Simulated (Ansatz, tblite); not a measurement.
# W(OH)F5 (F5HOW): charged states by level of theory

One table from this session's results is given with a row withheld; the runs are named, their logs left out.

Method: as each input shows; program: Ansatz 0.2.0, Gaussian basis.

Plan: charge +1 doublet, at the geometry of the singlet (PBE0-D4/def2-TZVP, PBE-D4/def2-TZVP, BHLYP-D4/def2-TZVP, CCSD(T)/def2-SVP); charge -1 doublet, at the geometry of the singlet (PBE0-D4/def2-TZVPD, PBE-D4/def2-TZVPD, BHLYP-D4/def2-TZVPD); the starting singlet's energies come from earlier runs.

2 further runs of the same task are left out: 2 set aside as unsound or not needed. Runs told in other sessions of the task aren't counted.

## The structure

The geometry is that of the singlet, from an earlier relaxation (B3LYP-D4/def2-SVP).

8 atoms, charge 0, spin multiplicity 1.

Atoms are counted from 1 here; the program's logs count them from 0.

Bond lengths: W1–O2 1.835 Å, W1–F4 1.858 Å, W1–F5 1.861 Å, W1–F6 1.861 Å, W1–F7 1.861 Å, W1–F8 1.861 Å, O2–H3 0.963 Å. Angles: O2–W1–F4 180.0°, O2–W1–F5 92.2°, O2–W1–F6 92.2°, O2–W1–F7 92.2°, O2–W1–F8 92.2°, F4–W1–F5 87.8°, F4–W1–F6 87.8°, F4–W1–F7 87.8°, F4–W1–F8 87.8°, F5–W1–F6 175.6°, F5–W1–F7 89.9°, F5–W1–F8 89.9°, F6–W1–F7 89.9°, F6–W1–F8 89.9°, F7–W1–F8 175.6°, W1–O2–H3 179.8°.

Formally the metal is d0. W takes a core potential in the def2 sets. No spin-orbit coupling is included.

The first run:

in.yaml reads:

```yaml
crystal:
  periodic: [false, false, false]
  atoms:
    - {symbol: W, position_ang: [0.024172, -0.019676, -0.309944]}
    - {symbol: O, position_ang: [-0.115613, 0.094227, 1.516132]}
    - {symbol: H, position_ang: [-0.191717, 0.155961, 2.473954]}
    - {symbol: F, position_ang: [0.164831, -0.134752, -2.158813]}
    - {symbol: F, position_ang: [1.883901, -0.037075, -0.238088]}
    - {symbol: F, position_ang: [-1.824851, -0.010608, -0.522771]}
    - {symbol: F, position_ang: [0.051585, 1.832224, -0.494195]}
    - {symbol: F, position_ang: [0.007692, -1.880302, -0.266275]}
basis:
  gaussian: {orbitals: def2-TZVP}
total_charge: 1
magnetization: {spin_polarized: true, initial_magnetization: 1}
hamiltonian: {xc: pbe0, dispersion: d4}
scf: {omitted_lower_state_checks: [starts]}
output: {orbitals: {seedname: orbitals}}
```

Command:

```sh
> ansatz run in.yaml --threads 4 --pin off --events-out ev --progress --plain --max-ram 4787MiB
```

Steps of the session up to this table: Charge +1 doublet at the fixed geometry, PBE0-D4/def2-TZVP; Charge +1 doublet at the fixed geometry, PBE-D4/def2-TZVP; Charge +1 doublet at the fixed geometry, BHLYP-D4/def2-TZVP; Charge +1 doublet at the fixed geometry, CCSD(T)/def2-SVP.

One of the session's tables, all rows but one given; the rest of the session is left out.

It belongs to the step «Vertical ionisation energy». 

```
            method  vertical ionisation energy (eV)
       HF/def2-SVP                            13.33
  PBE-D4/def2-TZVP                            12.76
 PBE0-D4/def2-TZVP                            13.62
BHLYP-D4/def2-TZVP                            13.92
      MP2/def2-SVP                                ?
     CCSD/def2-SVP                            13.91
  CCSD(T)/def2-SVP                            13.70
```

Q: Estimate the row for MP2/def2-SVP from the others.

**Answer.** vertical ionisation energy (eV): 13.99. In the column «vertical ionisation energy (eV)» it is the highest.

Caveats from the session: The anion's highest level is positive in at least one run, so there the basis alone may hold the extra electron.
